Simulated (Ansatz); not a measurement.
# SnPHO5: the cost of one run

Method: DFT PBE, plane waves, PAW, scalar-relativistic, no spin polarisation, in Ansatz 0.2.0.

## 1. The system as given

The cell holds 32 atoms (H4O20P4Sn4): a = 8.044 Å, b = 7.875 Å, c = 7.053 Å, α = 89.63°, β = 89.62°, γ = 62.08°.

Its coordinates follow in the input file.

## 2. Run 1

180 steps of 0.5 fs under a Langevin thermostat and barostat at 700 K and 1 GPa.

File input.yaml:

```yaml
accuracy: low
crystal:
  lattice:
    - [-3.2032, 2.821291, 6.817614]
    - [3.023622, -2.529676, 6.817614]
    - [4.5948, 5.350967, 0.0]
  atoms:
    - { symbol: Sn, position: [0.25, 0.25, 0.25] }
    - { symbol: Sn, position: [0.0, 0.0, 0.0] }
    - { symbol: H, position: [0.026606, 0.659789, 0.996037] }
    - { symbol: H, position: [0.473394, 0.840211, 0.503963] }
    - { symbol: P, position: [0.548566, 0.213306, 0.881378] }
    - { symbol: P, position: [0.951434, 0.286694, 0.618622] }
    - { symbol: O, position: [0.026842, 0.238045, 0.105017] }
    - { symbol: O, position: [0.099697, 0.550974, 0.224977] }
    - { symbol: O, position: [0.1362155, 0.2516365, 0.5153145] }
    - { symbol: O, position: [0.5164625, 0.4003775, 0.7760945] }
    - { symbol: O, position: [0.71018, 0.151211, 0.028603] }
    - { symbol: O, position: [0.78982, 0.348789, 0.471397] }
    - { symbol: O, position: [0.9835375, 0.0996225, 0.7239055] }
    - { symbol: O, position: [0.3637845, 0.2483635, 0.9846855] }
    - { symbol: O, position: [0.400303, 0.949026, 0.275023] }
    - { symbol: O, position: [0.473158, 0.261955, 0.394983] }
    - { symbol: Sn, position: [0.75, 0.75, 0.75] }
    - { symbol: Sn, position: [0.5, 0.5, 0.5] }
    - { symbol: H, position: [0.526606, 0.159789, 0.496037] }
    - { symbol: H, position: [0.973394, 0.340211, 0.003963] }
    - { symbol: P, position: [0.048566, 0.713306, 0.381378] }
    - { symbol: P, position: [0.451434, 0.786694, 0.118622] }
    - { symbol: O, position: [0.526842, 0.738045, 0.605017] }
    - { symbol: O, position: [0.599697, 0.050974, 0.724977] }
    - { symbol: O, position: [0.6362155, 0.7516365, 0.0153145] }
    - { symbol: O, position: [0.0164625, 0.9003775, 0.2760945] }
    - { symbol: O, position: [0.21018, 0.651211, 0.528603] }
    - { symbol: O, position: [0.28982, 0.848789, 0.971397] }
    - { symbol: O, position: [0.4835375, 0.5996225, 0.2239055] }
    - { symbol: O, position: [0.8637845, 0.7483635, 0.4846855] }
    - { symbol: O, position: [0.900303, 0.449026, 0.775023] }
    - { symbol: O, position: [0.973158, 0.761955, 0.894983] }
basis:
  ecutwfc: 420.0
kpoints:
  mp_grid: { grid: [1, 1, 1] }
hamiltonian:
  xc: pbe
scf:
  occupations: { method: fermi_dirac, width: 0.05 }
  lower_state_search: "off"
md:
  timestep: 0.5
  n_steps: 180
  ensemble: npt_langevin
  temperature: 700.0
  initial_velocities: maxwell_boltzmann
  seed: 334318
  friction: 0.05
  pressure: 1.0
  fix_cell: [shape]
```

The run is started by

```bash
> ansatz run input.yaml --threads 1 --pin off --max-ram 3072MiB --backend cpu --events-out ev --progress --plain --runs-dir out
```

**Question.** How long does this run take on 1 thread of Arm Neoverse V2, shared host, and how much memory does it need?

About 11 min, with a peak of 0.57 GiB.
